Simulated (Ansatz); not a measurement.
BN, space group P6_3mc, an equation of state with a fit

Program: Ansatz 0.2.0, Python API.

Interactive session:
```pycon
>>> import warnings
>>> import ansatz as az
>>> import numpy as np
>>> vectors0 = np.array([
...     [2.536, 0.0, 0.0],
...     [-1.268, 2.19624042, 0.0],
...     [0.0, 0.0, 4.199],
... ])
>>> sites = [
...     ('B', (2 / 3, 1 / 3, 0.0)),
...     ('B', (1 / 3, 2 / 3, 0.5)),
...     ('N', (2 / 3, 1 / 3, 0.375)),
...     ('N', (1 / 3, 2 / 3, 0.875)),
... ]
>>> def make_crystal(cell):
...     crystal = az.Crystal(lattice=az.Lattice.of(cell))
...     for symbol, position in sites:
...         crystal = crystal.atom(symbol, position)
...     return crystal
...
>>> warnings.simplefilter('ignore', az.DeckWarning)
>>> # uniform scaling of the cell
>>> volumes, energies = [], []
>>> for scale in np.linspace(0.88, 1.12, 7):
...     cell = vectors0 * scale ** (1 / 3)
...     model = make_crystal(cell).calculation()
...     model = model.occupations('fixed').functional('pbe')
...     model = model.basis(500)
...     model = model.kpoints(12, 12, 6)
...     rep = model.run(threads=1, pin='off').report
...     volumes.append(abs(np.linalg.det(cell)) / len(sites))
...     energies.append(rep['free_energy_ev'] / len(sites))
...     print(f'V = {volumes[-1]:8.4f} A^3/atom  F = {energies[-1]:.5f} eV/atom')
...
V =   5.1451 A^3/atom  F = -270.95779 eV/atom
V =   5.3790 A^3/atom  F = -271.04433 eV/atom
V =   5.6129 A^3/atom  F = -271.09679 eV/atom
V =   5.8468 A^3/atom  F = -271.12096 eV/atom
V =   6.0806 A^3/atom  F = -271.12162 eV/atom
V =   6.3145 A^3/atom  F = -271.10274 eV/atom
V =   6.5484 A^3/atom  F = -271.06758 eV/atom
>>> # third-order Birch-Murnaghan: a cubic in V^(-2/3)
>>> x = np.array(volumes) ** (-2 / 3)
>>> poly = np.polynomial.Polynomial.fit(x, energies, 3).convert()
>>> roots = poly.deriv().roots()
>>> x0 = min((r.real for r in roots if abs(r.imag) < 1e-9 and poly.deriv(2)(r.real) > 0), key=lambda r: abs(r - x.mean()))
>>> v0 = x0 ** -1.5
>>> b0 = 4 / 9 * poly.deriv(2)(x0) * v0 ** (-7 / 3) * 160.21766
>>> b1 = 4 + 2 / 3 * x0 * poly.deriv(3)(x0) / poly.deriv(2)(x0)
>>> print(f'V0 = {v0:.4f} A^3/atom, B0 = {b0:.1f} GPa, dB/dP = {b1:.2f}')
V0 = 5.9693 A^3/atom, B0 = 371.9 GPa, dB/dP = 3.68
```

A third-order Birch-Murnaghan fit through the 7 points has its minimum at 5.97 Å³ an atom, 2.1 % above the typed cell, with a bulk modulus of 372 GPa and dB/dP = 3.7. From that minimum the energy rises by 166.2 meV an atom on the compressed side and 56.4 meV on the expanded side.

Notes:
- Absolute energies stand on the zero of these potentials, so only differences at equal settings mean something.
- Shape and fractional positions are held along the curve, so the bulk modulus is an upper value where they are free to relax.
- Of the deposited cell: the entry's cell lengths or inner coordinates differ somewhat from later room-temperature determinations.
- The starting cell is as deposited in a crystallographic database; the results hold for this polymorph, which needn't be the stable one.
- The whole script took 14 s on 1 thread of Arm Neoverse V1 (shared host), peak memory 0.36 GiB.
